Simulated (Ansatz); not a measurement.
# BGeN (triplet): wave-function methods side by side, cc-pVDZ

An exercise on one series of results from a longer session: the logs are not shown, and one member is left open.

Program: Ansatz 0.2.0, Gaussian basis. Level of theory: cc-pVDZ, core rule «outside noble gas», up to 16 orbitals frozen. These are calculated values, not measurements.

To be run: UHF; CCSD(T) on ROHF; CCSD(T) on UHF; BCCD(T) on ROHF; CISD; CCSDT(Q) on ROHF; CCSDT(Q) on UHF.

6 further runs of the same task are left out: 2 for a known fault of the program, 4 set aside as unsound or not needed.

## The system

The geometry is a PBE0/def2-TZVP stationary point (not a proven minimum) of the parent state, kept for this charge and spin. No spin-orbit coupling is included. The filled d shell of Ge may be among the frozen orbitals whatever the setting's name suggests; the logs give the count.

3 atoms, charge 0, spin multiplicity 3.

Atoms are counted from 1 here; the program's logs count them from 0.

Bond lengths: Ge1–B2 2.045 Å, Ge1–N3 1.843 Å, B2–N3 1.303 Å. Angles: B2–Ge1–N3 38.7°, Ge1–B2–N3 62.2°, Ge1–N3–B2 79.1°.

The first run:

in.yaml reads:

```yaml
crystal:
  periodic: [false, false, false]
  atoms:
    - {symbol: Ge, position_ang: [0.000000, 0.003809, 0.464027]}
    - {symbol: B, position_ang: [0.000000, 0.718032, -1.451954]}
    - {symbol: N, position_ang: [0.000000, -0.573961, -1.285801]}
basis:
  gaussian: {orbitals: cc-pVDZ}
magnetization: {spin_polarized: true, initial_magnetization: 2}
hamiltonian: {xc: hf}
output: {orbitals: {seedname: orbitals}}
```

Run with:

```
ansatz run in.yaml --threads 1 --pin off --events-out ev --progress --plain --max-ram 4096MiB --backend cpu
```

Steps of the session up to this table: UHF; CCSD(T) on ROHF; CCSD(T) on UHF; BCCD(T) on ROHF; CISD; CCSDT(Q) on ROHF; CCSDT(Q) on UHF.

One table of the session follows, with a row left open; its other results are not shown here.

```
   method  from RCCSDT(Q) (meV)
     ROHF               +8858.7
      UHF               +8674.7
     RMP2                +888.2
     UMP2                +961.9
    RCCSD                +507.4
    UCCSD                +499.2
 RCCSD(T)                 +66.2
 UCCSD(T)                 +69.4
  BCCD(T)                     ?
   RCCSDT                 +44.9
   UCCSDT                 +42.2
RCCSDT(Q)                     0
UCCSDT(Q)                  -8.6
```

**Question.** Estimate the row for BCCD(T).

**Answer.** from RCCSDT(Q) (meV): +64.8. In the column «from RCCSDT(Q) (meV)» it lies between RCCSDT (+44.9) and RCCSD(T) (+66.2).

Not comparable, so not listed: CISD (they don't share determinant, frozen orbitals or solution with the rows shown, or repeat one).

Limits of these values: Restricted and unrestricted rows rest on different reference determinants; where their highest levels disagree by more than a few hundredths of an eV, they describe different states and don't form one ladder.
